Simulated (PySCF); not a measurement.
# C4H12B (tetramethylborate): the cost of one run

The runs use PySCF 2.14.0, with density-fitted response routines of our own; the level of theory stands in each step. All values are computed, except where a source is named. Atoms count from 0, in the outputs and in this text.

### 1 The molecule as given

17 atoms, charge -1, multiplicity 1; geometry from: GFN2-xTB. The atoms were then displaced at random by about 0.03 Å, so the start is not that level's minimum.

Bonds of the start (Å): C0–B1 1.67, B1–C2 1.66, B1–C3 1.56, B1–C4 1.65, C0–H5 1.18, C0–H6 1.02, C0–H7 1.11, C2–H8 1.18, C2–H9 1.02, C2–H10 1.09, C3–H11 1.15, C3–H12 1.10, C3–H13 1.11, C4–H14 1.12, C4–H15 1.07, C4–H16 1.15.

### 2 Geometry optimisation at PBE0-D3(BJ)/def2-SVP

The job: settings as JSON, then the geometry in Å.

```
{"job": {"xc": "PBE0", "basis": "def2-SVP", "d3": "d3bj", "grid": 1, "shake": 0.03, "kind": "geom"}, "charge": -1, "multiplicity": 1}
C     -0.196200    -1.156310    -1.211690
B     -0.020000    -0.012310    -0.008380
C      0.029070     1.520520    -0.651550
C     -1.150190    -0.071290     1.067400
C      1.403680    -0.384370     0.734710
H     -1.207820    -0.879610    -1.760820
H     -0.272940    -2.115700    -0.859330
H      0.583430    -1.031020    -1.990320
H      0.245470     2.296990     0.208240
H     -0.830440     1.807800    -1.125520
H      0.885240     1.623690    -1.312150
H     -2.196060     0.158410     0.636630
H     -1.433440    -1.041270     1.494940
H     -1.171310     0.632670     1.927250
H      1.378020    -1.392620     1.218180
H      2.265290    -0.304770     0.107070
H      1.645670     0.372660     1.565790
```

Started as:

```console
$ OMP_NUM_THREADS=1 python probes_run.py task.json out
```

One launch serves the whole session: the jobs run in the order shown.

Q: Estimate the wall time and peak memory of this first job on 1 thread of Arm Neoverse V1, shared host.

About 27 s, with a peak of 0.56 GiB.
